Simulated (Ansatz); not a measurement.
# HOTi: the cost of one run

The runs use Ansatz 0.2.0, Gaussian basis; def2-TZVPP, core rule «outside noble gas», up to 10 orbitals frozen.

The runs, in order: UHF; CCSD(T) on ROHF; CCSD(T) on UHF; CCSDT(Q) on ROHF; CCSDT(Q) on UHF.

9 further runs of the same task are left out: 4 for a known fault of the program, 5 set aside as unsound or not needed.

## 1. The system

The geometry is a PBE0/def2-TZVP stationary point (not a proven minimum) of the parent state, kept for this charge and spin.

3 atoms, charge 1, spin multiplicity 3.

Atoms are counted from 1 here; the program's logs count them from 0.

Bond lengths: Ti1–O2 1.607 Å, Ti1–H3 1.793 Å. Angles: O2–Ti1–H3 119.4°.

## 2. UHF

in.yaml reads:

```yaml
crystal:
  periodic: [false, false, false]
  atoms:
    - {symbol: Ti, position_ang: [0.000000, -0.075060, 0.375924]}
    - {symbol: O, position_ang: [0.000000, 0.139135, -1.216428]}
    - {symbol: H, position_ang: [0.000000, 1.356032, 1.456176]}
basis:
  gaussian: {orbitals: def2-TZVPP}
total_charge: 1
magnetization: {spin_polarized: true, initial_magnetization: 2}
hamiltonian: {xc: hf}
output: {orbitals: {seedname: orbitals}}
```

Run with:

```console
$ ansatz run in.yaml --threads 1 --pin off --events-out ev --progress --plain --max-ram 2816MiB --backend cpu
```

Q: Estimate wall time and peak memory on 1 thread of AMD EPYC 7R13, shared host.

About 19 s, with a peak of 0.3 GiB.
